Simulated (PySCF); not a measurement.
# H3NO3W: NMR shieldings

Aim: compute the NMR shieldings of H3NO3W (`[N]#[W]([OH])([OH])[OH]`).

Programs: PySCF 2.14.0, with routines of our own; each step states its level. All values are computed. Atoms count from 0.

### 1 The system as given

8 atoms, charge 0, multiplicity 1; geometry from: GFN2-xTB.

### 2 NMR shieldings: PBE/pcSseg-1 W:us-x2c-TZVPall-2c, spin–orbit

Job settings and geometry (Å):

```
{"job": {"kind": "hnmr", "xc": "PBE", "basis": {"default": "pcSseg-1", "W": "us-x2c-TZVPall-2c"}, "rel": "so"}, "charge": 0, "multiplicity": 1}
W      0.012880     0.000910    -0.068440
N      0.026900     0.029830     1.668810
O      1.815340     0.427630    -0.556600
H      2.622580     0.632600    -0.056430
O     -1.285060     1.335330    -0.533770
H     -1.866510     1.915110    -0.014640
O     -0.536430    -1.788180    -0.490390
H     -0.789700    -2.553240     0.051460
```

With the program's defaults for keys left out, this is: PBE/pcSseg-1 W:us-x2c-TZVPall-2c GIAO NMR shielding, X2C with spin-orbit coupling, screened-nuclear two-electron part, Gaussian nuclei, gas phase.

Run with:

```sh
OMP_NUM_THREADS=1 python heavy_run.py task.json out
```

The driver reads the jobs from task.json and runs them one after another.

Output:

```text
spin-free SCF
coarse grid: 37016 points
cycle   1  E = -16424.0810694681  dE =  1.004e+00  |g| = 3.285e+00  |ddm| = 3.311e+00
cycle   2  E = -16407.4670170836  dE =  1.661e+01  |g| = 9.702e+00  |ddm| = 7.968e+00
cycle   3  E = -16425.2173363714  dE = -1.775e+01  |g| = 2.109e+00  |ddm| = 6.256e+00
cycle   4  E = -16425.8921478007  dE = -6.748e-01  |g| = 8.497e-01  |ddm| = 1.466e+00
cycle   5  E = -16425.7370916357  dE =  1.551e-01  |g| = 1.223e+00  |ddm| = 1.100e+00
cycle   6  E = -16426.0115009442  dE = -2.744e-01  |g| = 3.902e-01  |ddm| = 5.518e-01
cycle   7  E = -16426.0136058693  dE = -2.105e-03  |g| = 3.612e-01  |ddm| = 2.835e-01
cycle   8  E = -16426.0405055130  dE = -2.690e-02  |g| = 3.418e-02  |ddm| = 1.864e-01
cycle   9  E = -16426.0407715496  dE = -2.660e-04  |g| = 4.384e-03  |ddm| = 2.219e-02
cycle  10  E = -16426.0407739171  dE = -2.368e-06  |g| = 1.356e-03  |ddm| = 3.260e-03
final grid: 76328 points
cycle  11  E = -16426.0235314059  dE = -1.869e-05  |g| = 5.193e-03  |ddm| = 4.106e-03
cycle  12  E = -16426.0233963590  dE =  1.350e-04  |g| = 2.639e-02  |ddm| = 1.671e-02
cycle  13  E = -16426.0235324070  dE = -1.360e-04  |g| = 4.794e-03  |ddm| = 1.478e-02
cycle  14  E = -16426.0235366290  dE = -4.222e-06  |g| = 4.987e-04  |ddm| = 2.745e-03
cycle  15  E = -16426.0235366660  dE = -3.691e-08  |g| = 2.460e-04  |ddm| = 4.083e-04
cycle  16  E = -16426.0235366741  dE = -8.098e-09  |g| = 1.074e-04  |ddm| = 2.052e-04
cycle  17  E = -16426.0235366762  dE = -2.117e-09  |g| = 2.152e-05  |ddm| = 6.703e-05
converged SCF energy = -16426.0235366762
two-component SCF
cycle   1  E = -16418.7143772700  dE = -1.642e+04  |FDS-SDF| = 3.177e+02
cycle   2  E = -16437.9230108492  dE = -1.921e+01  |FDS-SDF| = 5.820e-01
cycle   3  E = -16437.9219180640  dE =  1.093e-03  |FDS-SDF| = 1.265e-01
cycle   4  E = -16437.8858086169  dE =  3.611e-02  |FDS-SDF| = 4.520e-01
cycle   5  E = -16437.9217423466  dE = -3.593e-02  |FDS-SDF| = 8.706e-02
cycle   6  E = -16437.9231408178  dE = -1.398e-03  |FDS-SDF| = 3.023e-02
cycle   7  E = -16437.9233152298  dE = -1.744e-04  |FDS-SDF| = 5.767e-03
cycle   8  E = -16437.9233211655  dE = -5.936e-06  |FDS-SDF| = 1.114e-03
cycle   9  E = -16437.9233213861  dE = -2.205e-07  |FDS-SDF| = 2.054e-04
cycle  10  E = -16437.9233213898  dE = -3.791e-09  |FDS-SDF| = 1.578e-04
cycle  11  E = -16437.9233213946  dE = -4.784e-09  |FDS-SDF| = 8.948e-06
converged, E = -16437.9233213946

Field gradients (au) and densities at the nuclei (bohr^-3)
atom        Vxx        Vyy        Vzz        centre      nuclear mean
  0 W     -0.1191    -0.5551     0.6741    1391595.305    1315417.427
  1 N      0.2955     0.3125    -0.6081        186.979        186.979
  2 O     -0.6428    -0.7009     1.3437        282.062        282.061
  3 H     -0.2239    -0.2279     0.4518          0.346          0.346
  4 O     -0.6487    -0.6944     1.3431        282.066        282.065
  5 H     -0.2239    -0.2282     0.4520          0.346          0.346
  6 O     -0.6499    -0.6889     1.3387        282.068        282.068
  7 H     -0.2243    -0.2288     0.4531          0.346          0.346
without picture change
  0 W                            1.7538                   3604528.912

Core orbital energies (eV)
atom   shell        mean    spread
  0 W  1s       -69243.789   0.000
  0 W  2s       -11949.980   0.000
  0 W  3s        -2752.558   0.000
  0 W  4s         -567.440   0.000
  0 W  5s          -79.331   0.000
  0 W  2p1/2    -11425.610   0.000
  0 W  2p3/2    -10080.472   0.021
  0 W  3p1/2     -2519.777   0.000
  0 W  3p3/2     -2228.272   0.027
  0 W  4p1/2      -470.941   0.000
  0 W  4p3/2      -403.366   0.093
  0 W  5p1/2       -50.876   0.000
  0 W  5p3/2       -41.270   0.141
  0 W  3d3/2     -1837.199   0.024
  0 W  3d5/2     -1774.057   0.032
  0 W  4d3/2      -245.079   0.101
  0 W  4d5/2      -232.568   0.135
  0 W  4f5/2       -34.248   0.163
  0 W  4f7/2       -32.066   0.178

vertical triplet (scalar unrestricted SCF): 4.342 eV

Shielding tensors (ppm)
atom      isotropic    diamagn.    paramagn.     s11        s22        s33       span
  0 W      3914.69     7776.73    -3862.05    3329.61    3341.02    5073.44    1743.82
  1 N      -576.91      323.60     -900.51    -963.43    -947.93     180.62    1144.05
  2 O        80.37      388.98     -308.61    -209.29     178.32     272.07     481.36
  3 H        22.33       29.85       -7.52      17.01      22.94      27.04      10.03
  4 O        82.05      388.89     -306.84    -209.41     179.46     276.10     485.52
  5 H        22.39       29.89       -7.50      17.08      23.01      27.08      10.00
  6 O        81.99      388.88     -306.89    -210.31     179.97     276.29     486.60
  7 H        22.38       29.90       -7.53      17.08      22.98      27.07      10.00
```

Wall time 86 s (1 thread of Arm Neoverse V1, shared host); peak memory 1.1 GiB.

From this job:

| quantity | value |
| --- | --- |
| energy from spin-orbit coupling | -11.8998 Eh |

### 3 NMR shieldings: PBE/pcSseg-1 W:us-x2c-TZVPall-2c, spin-free

Settings changed since step 2:

```diff
@@ -1,2 +1,2 @@
-{"job": {"kind": "hnmr", "xc": "PBE", "basis": {"default": "pcSseg-1", "W": "us-x2c-TZVPall-2c"}, "rel": "so"}, "charge": 0, "multiplicity": 1}
+{"job": {"kind": "hnmr", "xc": "PBE", "basis": {"default": "pcSseg-1", "W": "us-x2c-TZVPall-2c"}, "rel": "sf"}, "charge": 0, "multiplicity": 1}
 W      0.012880     0.000910    -0.068440
```

Method: PBE/pcSseg-1 W:us-x2c-TZVPall-2c GIAO NMR shielding, spin-free X2C, Gaussian nuclei, gas phase.

Output:

```text
spin-free SCF
coarse grid: 37016 points
cycle   1  E = -16424.0810694681  dE =  1.004e+00  |g| = 3.285e+00  |ddm| = 3.311e+00
cycle   2  E = -16407.4670170836  dE =  1.661e+01  |g| = 9.702e+00  |ddm| = 7.968e+00
cycle   3  E = -16425.2173363714  dE = -1.775e+01  |g| = 2.109e+00  |ddm| = 6.256e+00
cycle   4  E = -16425.8921478007  dE = -6.748e-01  |g| = 8.497e-01  |ddm| = 1.466e+00
cycle   5  E = -16425.7370916357  dE =  1.551e-01  |g| = 1.223e+00  |ddm| = 1.100e+00
cycle   6  E = -16426.0115009442  dE = -2.744e-01  |g| = 3.902e-01  |ddm| = 5.518e-01
cycle   7  E = -16426.0136058693  dE = -2.105e-03  |g| = 3.612e-01  |ddm| = 2.835e-01
cycle   8  E = -16426.0405055130  dE = -2.690e-02  |g| = 3.418e-02  |ddm| = 1.864e-01
cycle   9  E = -16426.0407715496  dE = -2.660e-04  |g| = 4.384e-03  |ddm| = 2.219e-02
cycle  10  E = -16426.0407739171  dE = -2.368e-06  |g| = 1.356e-03  |ddm| = 3.260e-03
final grid: 76328 points
cycle  11  E = -16426.0235314059  dE = -1.869e-05  |g| = 5.193e-03  |ddm| = 4.106e-03
cycle  12  E = -16426.0233963590  dE =  1.350e-04  |g| = 2.639e-02  |ddm| = 1.671e-02
cycle  13  E = -16426.0235324070  dE = -1.360e-04  |g| = 4.794e-03  |ddm| = 1.478e-02
cycle  14  E = -16426.0235366290  dE = -4.222e-06  |g| = 4.987e-04  |ddm| = 2.745e-03
cycle  15  E = -16426.0235366660  dE = -3.691e-08  |g| = 2.460e-04  |ddm| = 4.083e-04
cycle  16  E = -16426.0235366741  dE = -8.098e-09  |g| = 1.074e-04  |ddm| = 2.052e-04
cycle  17  E = -16426.0235366762  dE = -2.117e-09  |g| = 2.152e-05  |ddm| = 6.703e-05
converged SCF energy = -16426.0235366762
check of the scalar solution
cycle   1  E = -16426.0235366762  dE = -1.643e+04  |FDS-SDF| = 2.152e-05
cycle   2  E = -16426.0235366756  dE =  5.894e-10  |FDS-SDF| = 5.781e-05
converged, E = -16426.0235366756

Field gradients (au) and densities at the nuclei (bohr^-3)
atom        Vxx        Vyy        Vzz        centre      nuclear mean
  0 W     -0.0729    -0.4933     0.5662    1384919.106    1308841.370
  1 N      0.2974     0.3143    -0.6117        186.980        186.980
  2 O     -0.6397    -0.7019     1.3416        282.061        282.060
  3 H     -0.2240    -0.2278     0.4518          0.346          0.346
  4 O     -0.6458    -0.6953     1.3410        282.065        282.064
  5 H     -0.2239    -0.2281     0.4520          0.346          0.346
  6 O     -0.6468    -0.6899     1.3367        282.067        282.067
  7 H     -0.2244    -0.2287     0.4531          0.346          0.346
without picture change
  0 W                            1.8600                   3605020.298

Core orbital energies (eV)
atom   shell        mean    spread
  0 W  1s       -69257.244   0.000
  0 W  2s       -11953.036   0.000
  0 W  3s        -2753.494   0.000
  0 W  4s         -567.704   0.000
  0 W  5s          -79.387   0.000
  0 W  2p       -10490.014   0.032
  0 W  3p        -2317.803   0.040
  0 W  4p         -424.043   0.135
  0 W  5p          -44.176   0.249
  0 W  3d        -1799.676   0.034
  0 W  4d         -237.652   0.149
  0 W  4f          -33.102   0.192

Shielding tensors (ppm)
atom      isotropic    diamagn.    paramagn.     s11        s22        s33       span
  0 W       742.98     8899.87    -8156.89     218.54     231.17    1779.22    1560.68
  1 N      -551.18      323.55     -874.73    -919.53    -904.24     170.23    1089.76
  2 O        84.42      388.88     -304.46    -195.90     172.39     276.78     472.68
  3 H        22.86       29.87       -7.00      18.55      23.76      26.28       7.72
  4 O        85.13      388.80     -303.67    -197.43     173.13     279.68     477.11
  5 H        22.90       29.91       -7.01      18.55      23.81      26.33       7.77
  6 O        85.05      388.79     -303.74    -198.41     173.58     279.96     478.37
  7 H        22.88       29.92       -7.04      18.54      23.78      26.31       7.77
```

It took 22 s on 1 thread of Arm Neoverse V1, shared host; peak memory 0.92 GiB.

### 4 Shieldings side by side

| run | W0 | N1 | O2 | O4 | O6 | H3 | H5 | time |
| --- | --- | --- | --- | --- | --- | --- | --- | --- |
| step 2, PBE/pcSseg-1 W:us-x2c-TZVPall-2c, spin–orbit | 3914.7 | -576.9 | 80.4 | 82.1 | 82.0 | 22.3 | 22.4 | 86 s |
| step 3, PBE/pcSseg-1 W:us-x2c-TZVPall-2c, spin-free | 743.0 | -551.2 | 84.4 | 85.1 | 85.0 | 22.9 | 22.9 | 22 s |

### 5 What came out

```
                                                                              quantity                                                value
energy from spin-orbit coupling (step 2, PBE/pcSseg-1 W:us-x2c-TZVPall-2c, spin–orbit)                                          -11.8998 Eh
                     shieldings (step 2, PBE/pcSseg-1 W:us-x2c-TZVPall-2c, spin–orbit)  W0 3914.7, N1 -576.9, O2 80.4, O4 82.1, O6 82.0 ppm
                      shieldings (step 3, PBE/pcSseg-1 W:us-x2c-TZVPall-2c, spin-free)   W0 743.0, N1 -551.2, O2 84.4, O4 85.1, O6 85.0 ppm
```

What this shows: A contracted two-component basis is stiff near heavy nuclei, so the absolute shieldings of the heavy atoms from it are rough. In step 2, W0 has the widest tensor, 1744 ppm. W0 moves most between the runs, by 3172 ppm; the labels say what changes from run to run. The geometry comes from tight binding, which is rough for metal atoms, and these values hang on it.
